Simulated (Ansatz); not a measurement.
# Alloy of ZnGeP2 and ZnSiP2 (11 of 16 Ge sites exchanged), 64 atoms

Wanted: the relaxed alloy cell and its gap (PBEsol and HSE06).

Program: Ansatz 0.2.0, PAW, plane waves. These are calculated values, not measurements.

**1. Starting point**

64 atoms (16 Zn, 11 Si, 5 Ge, 32 P); a = 10.749 Å, b = 10.749 Å, c = 10.527 Å, α = 90.00°, β = 90.00°, γ = 90.00°. All atoms were shaken off their sites by about 0.02 Å along each axis.

Steps to follow: (2) PBEsol cell relaxation at the single k point (¼, ¼, ¼), on 7 threads of Arm Neoverse-V2; (3) HSE06 single point at the Γ point alone, on 7 threads of Arm Neoverse-V2.

**2. Relaxing cell and atoms with PBEsol**

in.yaml reads:

```yaml
crystal:
  lattice:
    - [10.749156, -0.000064, -0.000019]
    - [-0.000064, 10.749156, -0.000019]
    - [-0.000019, -0.000019, 10.526819]
  atoms:
    - { symbol: Zn, position: [0.999795, 0.998014, 0.999162] }
    - { symbol: Zn, position: [0.001251, 0.502213, 0.997337] }
    - { symbol: Zn, position: [0.502069, 0.997037, 0.997645] }
    - { symbol: Zn, position: [0.500461, 0.500868, 0.001607] }
    - { symbol: Zn, position: [0.000985, 0.249975, 0.246209] }
    - { symbol: Zn, position: [0.997195, 0.746911, 0.250649] }
    - { symbol: Zn, position: [0.497799, 0.249980, 0.249043] }
    - { symbol: Zn, position: [0.501868, 0.748592, 0.246375] }
    - { symbol: Zn, position: [0.252803, 0.001520, 0.752160] }
    - { symbol: Zn, position: [0.252100, 0.496351, 0.750638] }
    - { symbol: Zn, position: [0.750330, 0.001533, 0.753323] }
    - { symbol: Zn, position: [0.752089, 0.503098, 0.750827] }
    - { symbol: Zn, position: [0.248587, 0.249855, 0.497489] }
    - { symbol: Zn, position: [0.250443, 0.748859, 0.505446] }
    - { symbol: Zn, position: [0.749136, 0.249320, 0.502049] }
    - { symbol: Zn, position: [0.751327, 0.747453, 0.498028] }
    - { symbol: Si, position: [0.999467, 0.001009, 0.499506] }
    - { symbol: Si, position: [0.502910, 0.500729, 0.498937] }
    - { symbol: Si, position: [0.254327, 0.498508, 0.249426] }
    - { symbol: Si, position: [0.749535, 0.001197, 0.252745] }
    - { symbol: Si, position: [0.747712, 0.498045, 0.252359] }
    - { symbol: Si, position: [0.245665, 0.747519, 0.999187] }
    - { symbol: Si, position: [0.749305, 0.248808, 0.001073] }
    - { symbol: Si, position: [0.749520, 0.748360, 0.996779] }
    - { symbol: Si, position: [0.000221, 0.246890, 0.753858] }
    - { symbol: Si, position: [0.499534, 0.252489, 0.751195] }
    - { symbol: Si, position: [0.496593, 0.752634, 0.745842] }
    - { symbol: Ge, position: [0.000591, 0.499032, 0.501866] }
    - { symbol: Ge, position: [0.500063, 0.998912, 0.499540] }
    - { symbol: Ge, position: [0.247635, 0.997389, 0.250363] }
    - { symbol: Ge, position: [0.249186, 0.249392, 0.999960] }
    - { symbol: Ge, position: [0.000226, 0.750776, 0.753083] }
    - { symbol: P, position: [0.129996, 0.126925, 0.124551] }
    - { symbol: P, position: [0.128268, 0.627356, 0.125532] }
    - { symbol: P, position: [0.632882, 0.127568, 0.124505] }
    - { symbol: P, position: [0.627840, 0.621621, 0.123769] }
    - { symbol: P, position: [0.117639, 0.122804, 0.625094] }
    - { symbol: P, position: [0.118980, 0.624951, 0.624066] }
    - { symbol: P, position: [0.621221, 0.124802, 0.624004] }
    - { symbol: P, position: [0.620356, 0.621997, 0.626441] }
    - { symbol: P, position: [0.370553, 0.375008, 0.124977] }
    - { symbol: P, position: [0.371415, 0.873813, 0.126223] }
    - { symbol: P, position: [0.869994, 0.375007, 0.123144] }
    - { symbol: P, position: [0.871134, 0.871952, 0.127425] }
    - { symbol: P, position: [0.376123, 0.118463, 0.375624] }
    - { symbol: P, position: [0.374366, 0.621475, 0.374048] }
    - { symbol: P, position: [0.872812, 0.118059, 0.374972] }
    - { symbol: P, position: [0.876133, 0.618997, 0.374504] }
    - { symbol: P, position: [0.124341, 0.380429, 0.375344] }
    - { symbol: P, position: [0.124066, 0.882270, 0.371213] }
    - { symbol: P, position: [0.626955, 0.380994, 0.372877] }
    - { symbol: P, position: [0.623317, 0.879560, 0.379294] }
    - { symbol: P, position: [0.125210, 0.372061, 0.877792] }
    - { symbol: P, position: [0.125484, 0.867651, 0.878256] }
    - { symbol: P, position: [0.625466, 0.370454, 0.875071] }
    - { symbol: P, position: [0.626646, 0.869044, 0.879265] }
    - { symbol: P, position: [0.380535, 0.373987, 0.627531] }
    - { symbol: P, position: [0.379159, 0.874898, 0.627274] }
    - { symbol: P, position: [0.878390, 0.372621, 0.625810] }
    - { symbol: P, position: [0.879105, 0.873950, 0.622589] }
    - { symbol: P, position: [0.372025, 0.132608, 0.874432] }
    - { symbol: P, position: [0.370226, 0.633930, 0.879030] }
    - { symbol: P, position: [0.871937, 0.129662, 0.873179] }
    - { symbol: P, position: [0.871630, 0.631737, 0.876061] }
  symmetry: { detect: false }
kpoints:
  mp_grid: { grid: [1, 1, 1], shift: [0.25, 0.25, 0.25] }
hamiltonian:
  xc: pbesol
scf:
  occupations: { method: fermi_dirac, width: 0.01 }
relax:
  f_tol: 0.03
  max_steps: 80
  escape_saddle: false
  adjacent_minimum: "off"
  cell: { fix: [alpha, beta, gamma] }
output:
  forces: true
  eigenvalues: true
  populations: true
```

Further steps of the session: Single point with HSE06.

What does the calculation give? Wanted: for each run, top filled to lowest empty.

**Answer**, as computed:

| level | time | k points | top filled to lowest empty (eV) |
| --- | --- | --- | --- |
| PBEsol, relaxation | 78 s (7 CPU threads) | (¼, ¼, ¼) | 1.70 |
| HSE06 | 4.6 min (7 CPU threads) | Γ | 1.97 |

```
     quantity                                                                         value
   relaxation                                              5 recorded steps, 0.97 eV gained
largest shift                                                                  0.10 Å (P52)
 relaxed cell  a = 10.751 Å, b = 10.751 Å, c = 10.525 Å, α = 90.00°, β = 90.00°, γ = 90.00°
   mean bonds                                          Ge–P 2.323, P–Si 2.259, P–Zn 2.345 Å
```

**Reading.** The relaxation lowers the energy by 0.97 eV; the largest shift is 0.10 Å (P52), while the volume changes by +0.0 %. The mean lengths of the listed bonds run from P–Si 2.26 Å to P–Zn 2.35 Å. Rows on different k points differ by sampling as well as by level. No spin–orbit coupling is included; with elements this heavy it would shift the edges. With one k point the spacing samples only the states that fold onto it, so it can exceed the gap over the zone.
